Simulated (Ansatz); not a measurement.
# BF3H4OSi: one species, many methods

Aim: compute BF3H4OSi with functionals from several rungs and with coupled cluster. The yardstick is the atomisation energy at the CCSD(T) limit.

The runs use Ansatz 0.2.0, Gaussian basis; functionals in def2-TZVPP, the program's frozen cores in correlated methods.

Levels to be run: LDA (SPW92), PBE-D4, revPBE-D4, BLYP-D4, r2SCAN-D4, B97M-V, PBE0-D4, B3LYP-D4, r2SCANh-D4, r2SCAN0-D4, HSE06-D4, BHLYP-D4, CAM-B3LYP-D4, LC-ωPBE, ωB97X-V, ωB97M-V, B2PLYP, PBE-QIDH; CCSD(T)/def2-SVP; CCSD(T)/def2-TZVPP; MP2/def2-QZVPP; extrapolation to the limit; RPA on PBE.

### Step 1. The relaxed structure

The geometry comes from an earlier relaxation with PBE0-D4 in a triple-zeta def2 set; it is a stationary point, not always the lowest conformer.

SMILES `F[B-](F)(F)[OH+][SiH3]`, 10 atoms, charge 0, spin multiplicity 1.

Atoms are counted from 1 here; the program's logs count them from 0.

Bond lengths: F1–B2 1.345 Å, B2–F3 1.363 Å, B2–F4 1.353 Å, B2–O5 1.698 Å, O5–Si6 1.707 Å, O5–H7 0.962 Å, Si6–H8 1.472 Å, Si6–H9 1.482 Å, Si6–H10 1.475 Å. Angles: F1–B2–F3 115.7°, F1–B2–F4 115.6°, F1–B2–O5 104.2°, F3–B2–F4 115.8°, F3–B2–O5 99.5°, F4–B2–O5 102.7°, B2–O5–Si6 120.6°, B2–O5–H7 112.7°, Si6–O5–H7 119.0°, O5–Si6–H8 106.8°, O5–Si6–H9 103.6°, O5–Si6–H10 109.9°, H8–Si6–H9 111.9°, H8–Si6–H10 113.3°, H9–Si6–H10 110.8°.

### Step 2. LDA

This LDA is Slater exchange with PW92 correlation.

in.yaml reads:

```yaml
crystal:
  periodic: [false, false, false]
  atoms:
    - {symbol: F, position_ang: [-1.226021, -1.852013, -1.084729]}
    - {symbol: B, position_ang: [-0.122770, -1.082148, -1.072410]}
    - {symbol: F, position_ang: [0.896493, -1.520779, -0.281060]}
    - {symbol: F, position_ang: [0.242018, -0.564049, -2.268193]}
    - {symbol: O, position_ang: [-0.585824, 0.295647, -0.194628]}
    - {symbol: Si, position_ang: [0.325078, 0.812607, 1.153671]}
    - {symbol: H, position_ang: [-1.024063, 0.954581, -0.741063]}
    - {symbol: H, position_ang: [0.175689, -0.222231, 2.189770]}
    - {symbol: H, position_ang: [-0.324345, 2.085655, 1.546700]}
    - {symbol: H, position_ang: [1.726744, 1.041630, 0.754843]}
basis:
  gaussian: {orbitals: def2-TZVPP}
hamiltonian: {xc: lda}
output: {orbitals: {seedname: orbitals}}
```

The runs that follow: PBE-D4 (GGA); revPBE-D4 (GGA); BLYP-D4 (GGA); r2SCAN-D4 (meta-GGA); B97M-V (meta-GGA); PBE0-D4 (hybrid); B3LYP-D4 (hybrid); r2SCANh-D4 (hybrid); r2SCAN0-D4 (hybrid); HSE06-D4 (hybrid); BHLYP-D4 (hybrid); CAM-B3LYP-D4 (range-separated); LC-ωPBE-D4 (range-separated); ωB97X-V (range-separated); ωB97M-V (range-separated); B2PLYP (double hybrid); PBE-QIDH (double hybrid); CCSD(T) in def2-SVP; CCSD(T) in def2-TZVPP; MP2 in def2-QZVPP; RPA on PBE orbitals.

Q: Predict the results of all the runs planned. Wanted: atomisation energy, CCSD(T)/CBS; farthest beyond LDA; mean size of error, GGA; mean size of error, meta-GGA; mean size of error, hybrid; mean size of error, range-separated; mean size of error, double hybrid; gap, smallest and largest; T1 diagnostic.

**Answer**, as computed:

```
                               quantity                                              value
        atomisation energy, CCSD(T)/CBS                                      3940.5 kJ/mol
 functionals within 19.7 kJ/mol (0.5 %)  r2SCAN-D4, B97M-V, CAM-B3LYP-D4, ωB97X-V, ωB97M-V
                    farthest beyond LDA                           BHLYP-D4 (-151.1 kJ/mol)
                mean size of error, GGA                                        49.8 kJ/mol
           mean size of error, meta-GGA                                         6.5 kJ/mol
             mean size of error, hybrid                                        69.5 kJ/mol
    mean size of error, range-separated                                        14.5 kJ/mol
      mean size of error, double hybrid                                        51.8 kJ/mol
              gap, smallest and largest          6.64 eV (LDA (SPW92)), 14.33 eV (LC-ωPBE)
                          T1 diagnostic                                             0.0112
triples share of the correlation energy                                              2.9 %
```

What this shows: LDA overbinds by 567.9 kJ/mol (14 %). PBE-D4 is off by +22.0 kJ/mol. Double hybrids carry the basis error of their MP2 part in triple zeta, and no dispersion term here, so their miss is partly the set-up's. The rungs meta-GGA, range-separated miss on average by less than the doubt on the reference (19.7 kJ/mol), so they tie. Misses under about 19.7 kJ/mol are within the doubt on the reference itself, which lacks core-valence correlation, relativity and higher excitations. Hartree-Fock recovers 75 % of the binding; the rest is correlation. CCSD(T) in def2-SVP is off by -208.9 kJ/mol, worse than the median functional, from the basis alone. The gap grows from 6.6 to 14.3 eV across the functionals, mostly with the share of exact exchange.
